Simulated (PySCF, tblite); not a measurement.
# C₆H₁₀N₂: a rotation path, then NMR shifts on frames, part 2 of 2

tblite 0.8.0 and PySCF 2.14.0. Atoms count from 0. The steps go on from the part before.

**5. NMR shieldings: image 4, PBE0/pcSseg-1**

What the job is given:

```
{"job": {"kind": "nmr", "xc": "PBE0", "basis": "pcSseg-1", "pop": false}, "charge": 0, "multiplicity": 1}
C     -2.657500     0.454000    -0.530000
N     -1.398900    -0.097400    -0.120600
C     -1.195500    -1.332400     0.403300
C      0.135800    -1.476700     0.684900
C      0.776200    -0.272600     0.314800
C      2.243100     0.035800     0.411700
N      2.736400     1.010700    -0.551600
C     -0.206200     0.554100    -0.170200
H     -3.116900     1.042900     0.270700
H     -3.340000    -0.349800    -0.803000
H     -2.511700     1.101500    -1.395400
H     -2.006500    -2.023900     0.523900
H      0.606200    -2.342600     1.108000
H      2.477600     0.420900     1.411500
H      2.815400    -0.886100     0.270000
H      2.276600     1.902200    -0.401200
H      2.508400     0.709500    -1.494500
H     -0.151300     1.556300    -0.550500
```

With the program's defaults for keys left out, this is: GIAO PBE0/pcSseg-1 NMR shielding, non-relativistic, gas phase.

What it wrote:

```text
coarse grid: 14840 points
cycle   1  E = -343.5863014232  dE =  1.389e+00  |g| = 4.943e-01  |ddm| = 3.901e+00
cycle   2  E = -343.5476247582  dE =  3.868e-02  |g| = 6.508e-01  |ddm| = 1.200e+00
cycle   3  E = -343.6466930429  dE = -9.907e-02  |g| = 1.280e-01  |ddm| = 7.149e-01
cycle   4  E = -343.6502134622  dE = -3.520e-03  |g| = 4.335e-02  |ddm| = 1.480e-01
cycle   5  E = -343.6506208098  dE = -4.073e-04  |g| = 1.005e-02  |ddm| = 4.424e-02
cycle   6  E = -343.6506402333  dE = -1.942e-05  |g| = 2.980e-03  |ddm| = 1.064e-02
cycle   7  E = -343.6506421143  dE = -1.881e-06  |g| = 3.941e-04  |ddm| = 3.356e-03
final grid: 142952 points
cycle   8  E = -343.6935601770  dE = -4.416e-05  |g| = 8.540e-03  |ddm| = 3.989e-02
cycle   9  E = -343.6935573516  dE =  2.825e-06  |g| = 9.447e-03  |ddm| = 1.745e-02
cycle  10  E = -343.6935784724  dE = -2.112e-05  |g| = 1.255e-03  |ddm| = 8.990e-03
cycle  11  E = -343.6935787884  dE = -3.160e-07  |g| = 3.363e-04  |ddm| = 1.224e-03
cycle  12  E = -343.6935788102  dE = -2.176e-08  |g| = 1.293e-04  |ddm| = 3.816e-04
cycle  13  E = -343.6935788141  dE = -3.977e-09  |g| = 2.353e-05  |ddm| = 1.352e-04
cycle  14  E = -343.6935788143  dE = -1.331e-10  |g| = 5.369e-06  |ddm| = 2.887e-05
converged SCF energy = -343.6935788143

GIAO shielding tensors (ppm)
atom      isotropic    diamagn.    paramagn.     s11        s22        s33       span
  0 C      150.029     242.104     -92.075    128.422    132.709    188.957     60.535
  1 N       97.132     334.809    -237.677     -6.207    113.216    184.387    190.594
  2 C       62.428     254.206    -191.778     -8.195     69.004    126.474    134.669
  3 C       74.739     252.899    -178.161     -1.410     68.881    156.744    158.154
  4 C       49.487     264.789    -215.302    -10.168     17.321    141.310    151.478
  5 C      141.328     239.477     -98.149    120.128    142.495    161.362     41.234
  6 N      226.978     318.818     -91.840    202.535    227.144    251.255     48.720
  7 C       67.467     255.679    -188.212     -2.416     73.458    131.359    133.776
  8 H       27.880      27.732       0.148     23.967     24.770     34.903     10.936
  9 H       28.130      27.902       0.227     23.176     27.106     34.106     10.930
 10 H       28.041      28.900      -0.860     22.939     27.193     33.990     11.051
 11 H       25.301      32.142      -6.841     22.055     26.406     27.442      5.387
 12 H       25.589      33.571      -7.982     23.018     26.642     27.106      4.088
 13 H       27.657      27.927      -0.271     22.669     27.535     32.765     10.095
 14 H       27.910      28.626      -0.716     21.392     29.030     33.308     11.915
 15 H       30.523      33.128      -2.606     24.767     28.005     38.795     14.028
 16 H       31.137      33.061      -1.925     26.021     28.372     39.017     12.997
 17 H       25.367      36.348     -10.981     21.616     25.082     29.402      7.786
```

Run time: 22 s. Hardware: 1 thread of Arm Neoverse V1, shared host; peak memory 0.86 GiB.

Key values: δ C4 137.4, C2 124.5, C7 119.5, C3 112.2, H11 6.42, H17 6.35 ppm.

**6. NMR shieldings: image 6, PBE0/pcSseg-1**

What the job is given:

```
{"job": {"kind": "nmr", "xc": "PBE0", "basis": "pcSseg-1", "pop": false}, "charge": 0, "multiplicity": 1}
C     -2.640700     0.418000    -0.607300
N     -1.393000    -0.122300    -0.152400
C     -1.222700    -1.259300     0.568200
C      0.110500    -1.417800     0.831300
C      0.787900    -0.326800     0.239600
C      2.269300    -0.076100     0.248500
N      2.695400     1.179600    -0.349900
C     -0.175400     0.452100    -0.349400
H     -3.038800     1.156200     0.096900
H     -3.370900    -0.382700    -0.717800
H     -2.500400     0.902500    -1.574300
H     -2.057900    -1.877200     0.835200
H      0.558200    -2.221500     1.382500
H      2.633600    -0.087200     1.281600
H      2.780800    -0.884400    -0.286700
H      2.264900     1.953300     0.146100
H      2.384500     1.227400    -1.315300
H     -0.094000     1.372700    -0.895100
```

With the program's defaults for keys left out, this is: GIAO PBE0/pcSseg-1 NMR shielding, non-relativistic, gas phase.

What it wrote:

```text
coarse grid: 14840 points
cycle   1  E = -343.5871507963  dE =  1.389e+00  |g| = 4.923e-01  |ddm| = 3.911e+00
cycle   2  E = -343.5497355218  dE =  3.742e-02  |g| = 6.447e-01  |ddm| = 1.203e+00
cycle   3  E = -343.6470458670  dE = -9.731e-02  |g| = 1.279e-01  |ddm| = 7.152e-01
cycle   4  E = -343.6505620689  dE = -3.516e-03  |g| = 4.342e-02  |ddm| = 1.475e-01
cycle   5  E = -343.6509710703  dE = -4.090e-04  |g| = 9.944e-03  |ddm| = 4.411e-02
cycle   6  E = -343.6509900715  dE = -1.900e-05  |g| = 2.962e-03  |ddm| = 1.080e-02
cycle   7  E = -343.6509919300  dE = -1.858e-06  |g| = 3.946e-04  |ddm| = 3.396e-03
final grid: 142952 points
cycle   8  E = -343.6943076476  dE = -4.456e-05  |g| = 8.869e-03  |ddm| = 4.240e-02
cycle   9  E = -343.6943037928  dE =  3.855e-06  |g| = 1.001e-02  |ddm| = 1.822e-02
cycle  10  E = -343.6943271079  dE = -2.332e-05  |g| = 1.329e-03  |ddm| = 9.504e-03
cycle  11  E = -343.6943274685  dE = -3.606e-07  |g| = 3.468e-04  |ddm| = 1.319e-03
cycle  12  E = -343.6943274920  dE = -2.349e-08  |g| = 1.318e-04  |ddm| = 3.966e-04
cycle  13  E = -343.6943274961  dE = -4.155e-09  |g| = 2.434e-05  |ddm| = 1.404e-04
cycle  14  E = -343.6943274963  dE = -1.397e-10  |g| = 6.460e-06  |ddm| = 2.981e-05
converged SCF energy = -343.6943274963

GIAO shielding tensors (ppm)
atom      isotropic    diamagn.    paramagn.     s11        s22        s33       span
  0 C      150.108     242.136     -92.028    128.585    132.764    188.976     60.391
  1 N       99.211     334.779    -235.569     -2.503    114.929    185.206    187.709
  2 C       60.972     254.215    -193.243    -11.052     68.460    125.509    136.561
  3 C       75.645     252.774    -177.128     -0.484     68.077    159.343    159.828
  4 C       49.933     264.782    -214.849     -9.426     21.417    137.808    147.233
  5 C      141.476     239.544     -98.067    120.482    141.526    162.421     41.939
  6 N      233.345     319.056     -85.711    204.380    245.000    250.655     46.274
  7 C       68.543     255.511    -186.968      0.415     73.973    131.240    130.825
  8 H       27.892      27.969      -0.078     23.947     24.823     34.905     10.958
  9 H       28.141      27.826       0.315     23.143     27.121     34.159     11.017
 10 H       28.038      28.823      -0.785     22.945     27.145     34.023     11.078
 11 H       25.208      32.106      -6.898     21.950     26.336     27.337      5.387
 12 H       25.583      33.535      -7.952     22.846     26.713     27.190      4.344
 13 H       27.715      28.179      -0.464     21.399     28.669     33.076     11.676
 14 H       27.681      27.992      -0.310     21.576     28.432     33.036     11.460
 15 H       30.958      33.188      -2.231     25.748     27.735     39.389     13.641
 16 H       30.799      33.143      -2.345     25.404     27.815     39.177     13.772
 17 H       25.494      36.590     -11.096     21.723     25.205     29.553      7.831
```

Run time: 23 s. Hardware: 1 thread of Arm Neoverse V1, shared host; peak memory 0.86 GiB.

Key values: δ C4 137.0, C2 126.0, C7 118.4, C3 111.3, H11 6.51, H17 6.22 ppm.

**7. Shielding tensors: image 8, PBE0/pcSseg-1**

What the job is given:

```
{"job": {"kind": "nmr", "xc": "PBE0", "basis": "pcSseg-1", "pop": false}, "charge": 0, "multiplicity": 1}
C     -2.659200     0.360500    -0.665500
N     -1.399500    -0.139300    -0.196200
C     -1.227300    -1.149400     0.693500
C      0.111200    -1.300600     0.931200
C      0.789000    -0.337900     0.150900
C      2.276800    -0.139500     0.086400
N      2.720200     1.235500    -0.100000
C     -0.178700     0.361200    -0.527300
H     -3.006700     1.197000    -0.050200
H     -3.406000    -0.432400    -0.627400
H     -2.562300     0.705700    -1.695400
H     -2.066500    -1.685500     1.091900
H      0.567700    -2.019600     1.582200
H      2.724400    -0.508700     1.014100
H      2.694700    -0.728700    -0.738900
H      2.337900     1.820200     0.636900
H      2.369400     1.592600    -0.982600
H     -0.093700     1.175300    -1.221900
```

With the program's defaults for keys left out, this is: GIAO PBE0/pcSseg-1 NMR shielding, non-relativistic, gas phase.

What it wrote:

```text
coarse grid: 14840 points
cycle   1  E = -343.5855495552  dE =  1.388e+00  |g| = 4.959e-01  |ddm| = 3.899e+00
cycle   2  E = -343.5460011318  dE =  3.955e-02  |g| = 6.549e-01  |ddm| = 1.199e+00
cycle   3  E = -343.6462969638  dE = -1.003e-01  |g| = 1.284e-01  |ddm| = 7.168e-01
cycle   4  E = -343.6498451626  dE = -3.548e-03  |g| = 4.327e-02  |ddm| = 1.489e-01
cycle   5  E = -343.6502503967  dE = -4.052e-04  |g| = 1.010e-02  |ddm| = 4.415e-02
cycle   6  E = -343.6502700323  dE = -1.964e-05  |g| = 2.977e-03  |ddm| = 1.058e-02
cycle   7  E = -343.6502719084  dE = -1.876e-06  |g| = 3.975e-04  |ddm| = 3.341e-03
final grid: 142952 points
cycle   8  E = -343.6934569870  dE = -3.929e-05  |g| = 8.668e-03  |ddm| = 3.840e-02
cycle   9  E = -343.6934537349  dE =  3.252e-06  |g| = 9.656e-03  |ddm| = 1.814e-02
cycle  10  E = -343.6934757872  dE = -2.205e-05  |g| = 1.228e-03  |ddm| = 9.260e-03
cycle  11  E = -343.6934760901  dE = -3.029e-07  |g| = 3.193e-04  |ddm| = 1.176e-03
cycle  12  E = -343.6934761092  dE = -1.913e-08  |g| = 1.277e-04  |ddm| = 3.683e-04
cycle  13  E = -343.6934761132  dE = -3.934e-09  |g| = 2.299e-05  |ddm| = 1.356e-04
cycle  14  E = -343.6934761133  dE = -1.187e-10  |g| = 7.253e-06  |ddm| = 2.720e-05
converged SCF energy = -343.6934761133

GIAO shielding tensors (ppm)
atom      isotropic    diamagn.    paramagn.     s11        s22        s33       span
  0 C      149.985     242.098     -92.113    128.306    132.794    188.854     60.548
  1 N       96.142     334.747    -238.605     -7.276    112.412    183.289    190.565
  2 C       62.957     254.420    -191.463     -7.081     69.107    126.845    133.926
  3 C       74.064     253.052    -178.987     -2.089     69.532    154.750    156.838
  4 C       49.747     264.747    -215.000    -10.374     16.007    143.608    153.982
  5 C      141.029     239.460     -98.431    119.357    142.689    161.042     41.685
  6 N      224.745     318.718     -93.973    203.743    221.748    248.744     45.001
  7 C       67.455     255.550    -188.095     -2.536     72.302    132.600    135.136
  8 H       27.891      28.083      -0.192     23.935     24.861     34.877     10.942
  9 H       28.089      27.707       0.383     23.089     27.090     34.090     11.001
 10 H       28.045      28.600      -0.555     23.021     27.095     34.020     10.999
 11 H       25.327      32.269      -6.942     22.096     26.436     27.447      5.351
 12 H       25.604      33.663      -8.059     23.107     26.593     27.112      4.004
 13 H       27.974      28.804      -0.830     21.563     29.127     33.234     11.671
 14 H       27.652      27.967      -0.315     22.898     27.386     32.672      9.774
 15 H       31.080      33.009      -1.929     25.824     28.559     38.855     13.031
 16 H       30.534      33.084      -2.550     24.528     28.303     38.771     14.243
 17 H       25.343      36.141     -10.798     21.706     25.151     29.173      7.467
```

Run time: 22 s. Hardware: 1 thread of Arm Neoverse V1, shared host; peak memory 0.85 GiB.

This run: δ C4 137.2, C2 124.0, C7 119.5, C3 112.9, H11 6.39, H17 6.37 ppm.

**8. Run by run: NMR shifts**

Shifts (ppm) of some atoms, chosen among heavy atoms and hydrogens apart, with basis size and wall time:

| frame | C2 | C7 | C3 | H16 | H15 | N1 | N6 | functions | time |
| --- | --- | --- | --- | --- | --- | --- | --- | --- | --- |
| image 0 | 124.4 | 120.7 | 113.3 | 0.83 | 0.42 | 172.3 | 64.5 | 186 | 30 s |
| image 2 | 122.9 | 121.0 | 113.4 | 0.78 | 0.79 | 174.2 | 58.2 | 186 | 23 s |
| image 4 | 124.5 | 119.5 | 112.2 | 0.58 | 1.19 | 170.6 | 40.8 | 186 | 22 s |
| image 6 | 126.0 | 118.4 | 111.3 | 0.92 | 0.76 | 168.5 | 34.4 | 186 | 23 s |
| image 8 | 124.0 | 119.5 | 112.9 | 1.18 | 0.64 | 171.6 | 43.0 | 186 | 22 s |

**9. Summary of results**

The summary covers parts 1 to 2.

```
                                       quantity                                                           value
                                        barrier                              0.030 eV (0.7 kcal/mol) at image 4
                          end to end (GFN2-xTB)                                                        0.027 eV
13C shifts against TMS (PBE0/pcSseg-1, image 0)                      137.8, 124.4, 120.7, 113.3, 45.5, 36.8 ppm
 1H shifts against TMS (PBE0/pcSseg-1, image 0)  6.44, 6.42, 6.19, 3.82, 3.77, 3.67, 3.66, 3.62, 0.83, 0.42 ppm
15N shifts against NH3 (PBE0/pcSseg-1, image 0)                                                 172.3, 64.5 ppm
          surface potential, 1st and 99th percentile                                              -2.03 V and 1.12 V
                       range of the shift of N6                                                34.4 to 64.5 ppm
```

**Reading.** Along the band the dihedral turns by 123°, and the top (dihedral 152°) lies 0.7 kcal/mol above the start (GFN2-xTB, rough), so at room temperature this motion is fast. Ends this close can change order at a higher level. The top was not checked by a frequency run. Shifts at one fixed geometry are not the observed spectrum, which averages over the motion. In the first frame run (image 0): The largest span, 187 ppm, is at N1, where the paramagnetic term is -240 ppm. NICS(1)zz of -28 ppm above the planar ring from N1 marks a diatropic (aromatic) ring current. In ppm, N6 moves most: its shift spreads over 30.1 ppm, from 34.4 (image 6) to 64.5 (image 0).
